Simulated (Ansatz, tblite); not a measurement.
**[(Cl)3Ti]2S (Ti2SCl6): one state, many levels**

How do method and basis change the picture of [(Cl)3Ti]2S (Ti2SCl6) (singlet)?

Computed with Ansatz 0.2.0, Gaussian basis. Level: as each input shows.

The runs, in order: GFN1-xTB, GFN2-xTB, PBE-D4/def2-TZVP, r2SCAN-D4/def2-TZVP, B2PLYP/def2-TZVP, r2SCANh-D4/def2-TZVP, ωB97X-V/def2-TZVP, PBE-D4/def2-SVP, PBE0-D4/def2-SVP, PBE0-D4/def2-TZVPD, PBE-D4/def2-TZVPD, B2PLYP/def2-TZVPD, MP2/def2-SVP, RPA/def2-SVP.

2 further runs of the same task are left out: 2 set aside as unsound or not needed.

**1. The relaxed structure**

The singlet was relaxed beforehand with r2SCAN-D4/def2-SVP.

9 atoms, charge 0, spin multiplicity 1.

Bond lengths: Ti1–Cl2 2.169 Å, Ti1–Cl3 2.164 Å, Ti1–Cl4 2.172 Å, Ti1–S5 2.264 Å, S5–Ti6 2.264 Å, Ti6–Cl7 2.164 Å, Ti6–Cl8 2.169 Å, Ti6–Cl9 2.172 Å. Angles: Cl2–Ti1–Cl3 109.5°, Cl2–Ti1–Cl4 111.0°, Cl2–Ti1–S5 110.5°, Cl3–Ti1–Cl4 110.0°, Cl3–Ti1–S5 105.9°, Cl4–Ti1–S5 109.7°, Ti1–S5–Ti6 102.0°, S5–Ti6–Cl7 105.9°, S5–Ti6–Cl8 110.5°, S5–Ti6–Cl9 109.7°, Cl7–Ti6–Cl8 109.5°, Cl7–Ti6–Cl9 110.1°, Cl8–Ti6–Cl9 111.0°.

No spin-orbit coupling is included.

PBE0-D4/def2-TZVP was run before; its log isn't repeated, and its numbers join the tables.

**2. GFN1-xTB**

Tight binding, by tblite at 300 K electronic temperature and without a spin-polarisation term:

```python
tblite.interface.Calculator('GFN1-xTB', numbers, positions, charge=0, uhf=0).singlepoint()
```

Energy -873.9478 eV, HOMO -12.94 eV, LUMO -11.03 eV; 0.028 s.

**3. GFN2-xTB**

Tight binding, by tblite at 300 K electronic temperature and without a spin-polarisation term:

```python
tblite.interface.Calculator('GFN2-xTB', numbers, positions, charge=0, uhf=0).singlepoint()
```

Energy -929.8558 eV, HOMO -11.96 eV, LUMO -10.08 eV; 0.025 s.

**4. PBE-D4/def2-TZVP**

start.molden holds the orbitals of an earlier run on this state, given as this run's starting guess.

Contents of in.yaml:

```yaml
crystal:
  periodic: [false, false, false]
  atoms:
    - {symbol: Ti, position_ang: [-0.893770, -1.341894, 0.712601]}
    - {symbol: Cl, position_ang: [-0.318247, -1.170282, 2.796643]}
    - {symbol: Cl, position_ang: [-1.624772, -3.341910, 0.325947]}
    - {symbol: Cl, position_ang: [-2.417748, 0.119632, 0.202298]}
    - {symbol: S, position_ang: [0.906742, -1.069478, -0.631910]}
    - {symbol: Ti, position_ang: [1.027639, 1.184133, -0.805873]}
    - {symbol: Cl, position_ang: [3.078309, 1.628444, -1.336242]}
    - {symbol: Cl, position_ang: [-0.296688, 1.897118, -2.368464]}
    - {symbol: Cl, position_ang: [0.538544, 2.094246, 1.105009]}
basis:
  gaussian: {orbitals: def2-TZVP, initial_orbitals: start.molden}
hamiltonian: {xc: pbe, dispersion: d4}
scf: {omitted_lower_state_checks: [starts]}
output: {forces: true, orbitals: {seedname: orbitals}}
```

Run with:

```console
> ansatz run in.yaml --threads 4 --pin off --events-out ev --progress --plain --max-ram 8704MiB
```

After this run come: r2SCAN-D4/def2-TZVP; B2PLYP/def2-TZVP; r2SCANh-D4/def2-TZVP; ωB97X-V/def2-TZVP; PBE-D4/def2-SVP; PBE0-D4/def2-SVP; PBE0-D4/def2-TZVPD; PBE-D4/def2-TZVPD; B2PLYP/def2-TZVPD; MP2/def2-SVP; RPA/def2-SVP.

Before running them: what should the planned runs give, taken together? Wanted: gap in def2-TZVP, named functionals, smallest and largest; correlation energy, MP2/def2-SVP; binding an atom, functionals in def2-TZVP; PBE0 total energy, smallest basis above largest.

**Answer**, as computed:

| quantity | value |
| --- | --- |
| gap in def2-TZVP, named functionals, smallest and largest | 2.65 eV (PBE-D4), 8.69 eV (ωB97X-V) |
| correlation energy, MP2/def2-SVP | -43.45 eV |
| binding an atom, functionals in def2-TZVP | 3.70 (ωB97X-V) to 3.79 eV (PBE0-D4) |
| PBE0 total energy, smallest basis above largest | 35.75 eV (def2-SVP, def2-TZVPD) |

**Reading.** Orbital gaps of the named functionals in def2-TZVP span 2.65 eV (PBE-D4) to 8.69 eV (ωB97X-V); exact exchange widens it.
